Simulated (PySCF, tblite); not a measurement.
**C₅H₉NSi: geometry, infrared bands and NMR shifts**

What infrared bands and NMR shifts should C₅H₉NSi (`C=C(C#N)[C@H](C)[SiH3]`) show?

Computed with tblite 0.8.0 and PySCF 2.14.0, with density-fitted response routines of our own, on a single molecule in the gas phase. Atoms count from 0, in the outputs and in this text.

## Step 1: The molecule as given

16 atoms, charge 0, multiplicity 1; geometry from: force field or distance geometry start.

Bonds of the start (Å): C0–C1 1.35, C1–C2 1.45, C2–N3 1.15, C1–C4 1.52, C4–C5 1.54, C4–Si6 1.90, C0–H7 1.09, C0–H8 1.09, C4–H9 1.10, C5–H10 1.09, C5–H11 1.10, C5–H12 1.09, Si6–H13 1.48, Si6–H14 1.49, Si6–H15 1.49.

## Step 2: Optimising the geometry with GFN2-xTB

The job: settings as JSON, then the geometry in Å.

```
{"job": {"kind": "relax", "xc": "GFN2-xTB", "basis": "xTB"}, "charge": 0, "multiplicity": 1}
C      1.835800    -1.177300    -0.712000
C      1.058800    -0.332300     0.005200
C      1.635900     0.268800     1.188200
N      2.075100     0.775300     2.123600
C     -0.369300    -0.009100    -0.393100
C     -0.517700     1.486300    -0.734800
Si    -1.680400    -0.628000     0.838000
H      2.857600    -1.400700    -0.421900
H      1.459300    -1.656400    -1.610500
H     -0.599800    -0.553600    -1.322800
H     -1.506400     1.700900    -1.150700
H     -0.389500     2.116900     0.155700
H      0.225700     1.797300    -1.466000
H     -3.032500    -0.379200     0.286900
H     -1.544600     0.090600     2.137200
H     -1.515400    -2.090600     1.065800
```

Started as:

```
OMP_NUM_THREADS=1 python probes_run.py task.json out
```

One launch serves the whole session: the jobs run in the order shown.

**Question.** This job is followed by: GFN2-xTB harmonic vibrations, gas phase; GIAO PBE0/pcSseg-1 NMR shielding, non-relativistic, gas phase. Predict these results of the whole session: strongest single infrared mode (GFN2-xTB); zero-point energy (GFN2-xTB); 13C shifts against TMS (PBE0/pcSseg-1); 1H shifts against TMS (PBE0/pcSseg-1, means over atoms taken as alike); 15N shifts against NH3 (PBE0/pcSseg-1); 29Si shifts against TMS (PBE0/pcSseg-1).

As calculated:

| quantity | value |
| --- | --- |
| strongest single infrared mode (GFN2-xTB) | 784 cm⁻¹, 438 km/mol |
| zero-point energy (GFN2-xTB) | 74.9 kcal/mol |
| 13C shifts against TMS (PBE0/pcSseg-1) | 135.5, 135.4, 122.4, 29.8, 18.4 ppm |
| 1H shifts against TMS (PBE0/pcSseg-1, means over atoms taken as alike) | 6.06, 6.03, 3.92, 2.16, 1.47 ppm |
| 15N shifts against NH3 (PBE0/pcSseg-1) | 321.7 ppm |
| 29Si shifts against TMS (PBE0/pcSseg-1) | -56.1 ppm |

**Reading.** Relaxing lowered the energy by 0.138 eV in 92 steps; the close pair that moved most is Si6–H14, from 1.491 to 1.460 Å. No mode is imaginary among the 42: a minimum at this level. The strongest single mode, at 784 cm⁻¹, is spread over several atoms, H15, H13, H14, Si6 among them. Unscaled tight-binding wavenumbers are off by several per cent, some by more. Its intensities can rank the bands wrongly. C0 (terminal =CH2 carbon) lies farthest downfield among carbon, at 135.5 ppm; as expected for a trigonal carbon in a double bond. At PBE0/pcSseg-1: The widest tensor belongs to N3: span 434 ppm, with a paramagnetic part of -395 ppm.
